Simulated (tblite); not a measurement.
# C5H8GeOSe: the cost of one run

Programs: tblite 0.8.0 and PySCF 2.14.0, with density-fitted response routines of our own. Each step states its level of theory. These are calculated values for one molecule in the gas phase, unless marked as measured. Atoms count from 0, in the outputs and in this text.

### 1 The starting structure

16 atoms, charge 0, multiplicity 1; geometry from: force field or distance geometry start.

Bonds of the start (Å): C0–C1 1.32, C1–C2 1.51, C1–Ge3 1.90, Ge3–O4 1.81, O4–C5 1.34, C5–C6 1.28, C6–Se7 1.91, Se7–Ge3 2.43, C0–H8 1.08, C0–H9 1.11, C2–H10 1.13, C2–H11 1.10, C2–H12 1.12, Ge3–H13 1.52, C5–H14 1.15, C6–H15 1.11.

### 2 Relaxing the molecule with GFN2-xTB

Job settings and geometry (Å):

```
{"job": {"kind": "relax", "xc": "GFN2-xTB", "basis": "xTB"}, "charge": 0, "multiplicity": 1}
C     -1.954500     1.263300    -0.098200
C     -1.397200     0.069500    -0.060800
C     -2.280400    -1.090900     0.334900
Ge     0.431500    -0.255000    -0.437800
O      1.510000     1.148600    -0.078600
C      2.751400     0.860100     0.347800
C      3.026400    -0.190800     1.028900
Se     1.556800    -1.354200     1.410400
H     -1.435100     2.169200    -0.354400
H     -3.031500     1.340600     0.144900
H     -3.332500    -0.933300    -0.056200
H     -1.895400    -2.002800    -0.143500
H     -2.319300    -1.184400     1.447400
H      0.729900    -0.980600    -1.742500
H      3.595900     1.593900     0.102400
H      4.036300    -0.444400     1.411300
```

The run is started by

```console
$ OMP_NUM_THREADS=1 python probes_run.py task.json out
```

This one command runs all jobs of the session in turn.

**Question.** How long does this first job take on 1 thread of Arm Neoverse N1, shared host, and how much memory does it need?

About 2.8 s, with a peak of 0.18 GiB.
